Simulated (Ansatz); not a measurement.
# SiGeN (doublet): wave-function methods side by side, cc-pVTZ

The task here is to estimate one member of a computed series from the others.

Computed with Ansatz 0.2.0, Gaussian basis. Level: cc-pVTZ, core rule «outside noble gas», up to 20 orbitals frozen.

Plan: UHF; CCSD(T) on ROHF; CCSD(T) on UHF; BCCD(T) on ROHF; CCSDT(Q) on ROHF; CCSDT(Q) on UHF; CASSCF and NEVPT2, 13 electrons in 12 orbitals.

5 further runs of the same task are left out: 5 set aside as unsound or not needed.

## What is computed

The geometry is a PBE0/def2-TZVP stationary point (not a proven minimum) of the parent state, kept for this charge and spin. No spin-orbit coupling is included. The filled d shell of Ge may be among the frozen orbitals whatever the setting's name suggests; the logs give the count.

3 atoms, charge 0, spin multiplicity 2.

Atoms are counted from 1 here; the program's logs count them from 0.

Bond lengths: Ge1–N2 1.719 Å, N2–Si3 1.644 Å. Angles: Ge1–N2–Si3 180.0°.

Geometry (Å):

```
Ge    0.0000    0.0000    1.6938
N     0.0000    0.0000   -0.0249
Si    0.0000    0.0000   -1.6689
```

Set-up of the first run:

Input file in.yaml:

```yaml
crystal:
  periodic: [false, false, false]
  atoms:
    - {symbol: Ge, position_ang: [0.000000, 0.000000, 1.693800]}
    - {symbol: N, position_ang: [0.000000, 0.000000, -0.024900]}
    - {symbol: Si, position_ang: [0.000000, 0.000000, -1.668900]}
basis:
  gaussian: {orbitals: cc-pVTZ}
magnetization: {spin_polarized: true, initial_magnetization: 1}
hamiltonian: {xc: hf}
output: {orbitals: {seedname: orbitals}}
```

The run is started by

```
ansatz run in.yaml --threads 1 --pin off --events-out ev --progress --plain --max-ram 4096MiB --backend cpu
```

Steps of the session up to this table: UHF; CCSD(T) on ROHF; CCSD(T) on UHF; BCCD(T) on ROHF; CCSDT(Q) on ROHF; CCSDT(Q) on UHF; CASSCF and NEVPT2, 13 electrons in 12 orbitals.

One table of the session follows, with a row left open; its other results are not shown here.

```
        method  from RCCSDT(Q) (meV)
          ROHF              +11411.1
           UHF              +11058.3
          RMP2                     ?
          UMP2               +1512.4
         RCCSD                +749.1
         UCCSD                +719.3
      RCCSD(T)                 +78.4
      UCCSD(T)                 +96.4
       BCCD(T)                 +75.9
        RCCSDT                 +64.1
        UCCSDT                 +57.3
     RCCSDT(Q)                     0
     UCCSDT(Q)                 -12.2
CASSCF valence               +7152.8
NEVPT2 valence               +1763.7
```

Estimate the missing values for RMP2.

**Answer.** from RCCSDT(Q) (meV): +1154.2. In the column «from RCCSDT(Q) (meV)» it lies between RCCSD (+749.1) and UMP2 (+1512.4).

Limits of these values: Warnings: spin contamination; large T1 diagnostic. Restricted and unrestricted rows rest on different reference determinants; where their highest levels disagree by more than a few hundredths of an eV, they describe different states and don't form one ladder.
